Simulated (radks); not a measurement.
# The series with 7 electrons, N to Eu⁵⁶⁺

What does a rising nuclear charge do to the levels of a fixed set of electrons? The series is run ion by ion, all in [He] 2s2 2p3.

Program: radks (a radial shooting solver on a logarithmic mesh, Libxc functionals) version 1. Level of theory: Dirac Kohn-Sham, LDA (Slater exchange, Perdew-Wang correlation), spin-unpolarised, spherical densities, finite nucleus; open shells fill j = l - 1/2 first. These are calculated values, not measurements, unless marked.

### 1 What is computed

```
electrons     : 7
ions          : N, P⁸⁺, V¹⁶⁺, Ga²⁴⁺, Ag⁴⁰⁺, Cs⁴⁸⁺, Eu⁵⁶⁺
configuration : [He] 2s2 2p3
```

### 2 N

Settings of this run:

```text
Z 7
configuration [He] 2s2 2p3
relativity Dirac
functional lda,pw
spin unpolarised
j_filling energy
nucleus finite rms 2.5582 fm
c 137.035999084
```

### 3 P⁸⁺

Settings of this run:

```text
Z 15
configuration [He] 2s2 2p3 3s0 3p0 3d0
relativity Dirac
functional lda,pw
spin unpolarised
j_filling energy
nucleus finite rms 3.1889 fm
c 137.035999084
```

### 4 V¹⁶⁺

Settings of this run:

```text
Z 23
configuration [He] 2s2 2p3 3s0 3p0 3d0
relativity Dirac
functional lda,pw
spin unpolarised
j_filling energy
nucleus finite rms 3.6002 fm
c 137.035999084
```

### 5 Ga²⁴⁺

Settings of this run:

```text
Z 31
configuration [He] 2s2 2p3 3s0 3p0 3d0
relativity Dirac
functional lda,pw
spin unpolarised
j_filling energy
nucleus finite rms 3.9973 fm
c 137.035999084
```

### 6 Ag⁴⁰⁺

Settings of this run:

```text
Z 47
configuration [He] 2s2 2p3 3s0 3p0 3d0
relativity Dirac
functional lda,pw
spin unpolarised
j_filling energy
nucleus finite rms 4.5454 fm
c 137.035999084
```

### 7 Cs⁴⁸⁺

Settings of this run:

```text
Z 55
configuration [He] 2s2 2p3 3s0 3p0 3d0
relativity Dirac
functional lda,pw
spin unpolarised
j_filling energy
nucleus finite rms 4.8041 fm
c 137.035999084
```

### 8 Eu⁵⁶⁺

Settings of this run:

```text
Z 63
configuration [He] 2s2 2p3 3s0 3p0 3d0
relativity Dirac
functional lda,pw
spin unpolarised
j_filling energy
nucleus finite rms 5.1115 fm
c 137.035999084
```

Q: Predict the outcome of this session. Wanted: for each run, ion; E; ε(1s1/2); ε(2s1/2); ε(2p1/2); ε(2p3/2); <r>(2p3/2).

As calculated:

| ion | E (hartree) | ε(1s1/2) (eV) | ε(2s1/2) (eV) | ε(2p1/2) (eV) | ε(2p3/2) (eV) | <r>(2p3/2) (bohr) |
| --- | --- | --- | --- | --- | --- | --- |
| N | -54.05528 | -381.48 | -18.416 | -7.247 | -7.228 | 1.482 |
| P⁸⁺ | -304.75562 | -2340.2 | -382.78 | -342.13 | -340.94 | 0.4260 |
| V¹⁶⁺ | -767.08376 | -6071.2 | -1191.9 | -1121.0 | -1112.5 | 0.2523 |
| Ga²⁴⁺ | -1446.09382 | -11612.0 | -2455.7 | -2353.2 | -2321.3 | 0.1792 |
| Ag⁴⁰⁺ | -3488.39310 | -28397 | -6429.3 | -6257.1 | -6062.0 | 0.1131 |
| Cs⁴⁸⁺ | -4877.2833 | -39847 | -9201.8 | -8990.0 | -8602.3 | 0.09526 |
| Eu⁵⁶⁺ | -6535.7752 | -53530 | -12559.0 | -12303.2 | -11597.0 | 0.08214 |

What this shows: Between N and Eu⁵⁶⁺, 2p3/2 binds 1604 times more strongly and its mean radius falls by a factor 18.0. The order of these tabulated levels, which need not hold every outer shell, does not change along the series. The configuration is held, so it need not be the ground state of every ion.
